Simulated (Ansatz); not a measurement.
**HfN (sextet): from Hartree-Fock to the top rungs, def2-TZVPP**

An exercise on one series of results from a longer session: the logs are not shown, and one member is left open.

Method: def2-TZVPP, core rule «outside noble gas», up to 5 orbitals frozen; program: Ansatz 0.2.0, Gaussian basis.

The runs, in order: UHF; ROHF; CCSD(T) on UHF.

### The geometry

The geometry is a PBE0/def2-TZVP stationary point (not a proven minimum) of the parent state, kept for this charge and spin. No spin-orbit coupling is included. Elements past krypton take def2 core potentials.

2 atoms, charge 0, spin multiplicity 6.

Atoms are counted from 1 here; the program's logs count them from 0.

Bond lengths: Hf1–N2 1.785 Å.

Set-up of the first run:

in.yaml

```yaml
crystal:
  periodic: [false, false, false]
  atoms:
    - {symbol: Hf, position_ang: [0.000000, 0.000000, 0.000000]}
    - {symbol: N, position_ang: [0.000000, 0.000000, 1.785383]}
basis:
  gaussian: {orbitals: def2-TZVPP}
magnetization: {spin_polarized: true, initial_magnetization: 5}
hamiltonian: {xc: hf}
output: {orbitals: {seedname: orbitals}}
```

Launch:

```sh
$ ansatz run in.yaml --threads 1 --pin off --events-out ev --progress --plain --max-ram 4096MiB --backend cpu
```

Among the steps run: UHF; ROHF; CCSD(T) on UHF.

One table of the session follows, with a row left open; its other results are not shown here.

| method | from UCCSD(T) (kcal/mol) |
| --- | --- |
| ROHF | +131.42 |
| UHF | ? |
| UMP2 | +18.55 |
| UCCSD | +4.84 |
| UCCSD(T) | 0 |

**Question.** Estimate the row for UHF.

**Answer.** from UCCSD(T) (kcal/mol): +126.19. In the column «from UCCSD(T) (kcal/mol)» it lies between UMP2 (+18.55) and ROHF (+131.42).
